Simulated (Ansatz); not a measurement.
# GdO: projected density of states with r2SCAN+U

Crystal: GdO.

```xyz
2
Lattice="2.8018 0.0000 0.0000 0.0000 2.8018 0.0000 0.0000 0.0000 2.8018" Properties=species:S:1:pos:R:3 pbc="T T T"
Gd    0.0000    0.0000    0.0000
O     1.4009    1.4009    1.4009
```

The cell comes from a database or a generator and needn't be the stable form of this composition.

| Property | Result |
| --- | --- |
| Program | Ansatz 0.2.0 |
| Task | projected density of states |
| Functional | r2SCAN |
| Potentials or basis | Ansatz PAW |
| Cutoff | 500 eV (not typed: the program's choice for these potentials) |
| k mesh | 9 × 9 × 9 |
| Occupations | fermi-dirac, width 0.05 eV |
| Spin | collinear spin, ferromagnetic start |
| Starting moments | [7.0, 0.0] μB |
| Hubbard terms | Gd f U = 2 eV |
| Hubbard projectors | ortho-atomic (the default) |
| Double counting | fll (the default) |

* Pressure: 51.6 GPa
* Band gap on the k mesh: none (metal or under the smearing width)
* Net moment: 7.58 μB per cell
* Absolute moment: 7.62 μB per cell
* Site moments: Gd +7.16; O -0.00 μB
* Density of states at the Fermi level: 0.43 states/eV per cell

Levels at points of the mesh, in eV from the Fermi level:
Spin up:
| k point | band 12 | band 13 | band 14 | band 15 | band 16 | band 17 | band 18 |
| --- | --- | --- | --- | --- | --- | --- | --- |
| (0.00, 0.00, 0.00) | -6.64 | -4.44 | -4.44 | -4.44 | -4.03 | -4.03 | 3.12 |
Spin down:
```
           k point  band 4  band 5  band 6  band 7  band 8  band 9  band 10  band 11  band 12  band 13
(0.00, 0.00, 0.00)  -20.65  -20.65   -4.93   -4.93   -4.93   -1.95    -1.95     2.13     2.13     2.13
```

States per cell in windows of 1 eV (zero at the Fermi level; states under -8 eV left out):
```csv
from (eV),up,down,Gd 4f down,Gd 4f up,Gd 5d down,Gd 5d up,O 2p down,O 2p up
-8.0,3.98,0.94,0.01,3.49,0.15,0.06,0.70,0.40
-7.0,3.49,0.95,0.02,2.85,0.09,0.12,0.78,0.48
-6.0,1.12,0.71,0.02,0.27,0.04,0.08,0.63,0.73
-5.0,0.06,0.00,0.00,0.01,0.00,0.00,0.00,0.05
-4.0,0.06,0.00,0.00,0.00,0.00,0.05,0.00,0.00
-3.0,0.17,0.00,0.00,0.00,0.00,0.15,0.00,0.01
-2.0,0.30,0.07,0.00,0.00,0.07,0.27,0.00,0.02
-1.0,0.22,0.19,0.02,0.00,0.16,0.19,0.00,0.01
0.0,0.19,0.35,0.08,0.00,0.25,0.16,0.01,0.01
1.0,0.31,3.06,2.62,0.00,0.33,0.24,0.03,0.02
2.0,0.48,4.01,3.79,0.00,0.13,0.35,0.05,0.04
3.0,0.71,0.59,0.20,0.00,0.29,0.57,0.03,0.07
4.0,0.47,0.53,0.07,0.00,0.36,0.32,0.04,0.06
5.0,0.09,0.83,0.04,0.00,0.62,0.06,0.09,0.02
6.0,0.00,0.36,0.01,0.00,0.23,0.00,0.06,0.00
7.0,0.00,0.02,0.00,0.00,0.01,0.00,0.00,0.00
```

Eigenvalues of the final occupation matrices:
```csv
site,spin,trace,eigenvalues
site 1,1,6.98,1.00 1.00 1.00 1.00 1.00 1.00 1.00
site 1,2,0.06,0.01 0.01 0.01 0.01 0.01 0.01 0.02
```

Run time: 7.8 s on 2 threads of Arm Neoverse V2 (shared host), peak memory 0.42 GiB.

Caveat: the magnetic or orbital state may not be the lowest; a pressure of tens of GPa on the cell as given is suspect, and the run, the potentials or the cell itself is likely at fault; spin-orbit coupling is left out, which moves the levels of the heavy elements; a cell with one magnetic atom can't hold antiferromagnetic order, which such compounds often take; the PAW data sets come from PBE, with cores solved anew for the run's functional, which leaves a small shift of forces and pressure; the density of states is complete only up to the lowest level of the last band computed. The state reached can hang on the start; a lower one may exist.
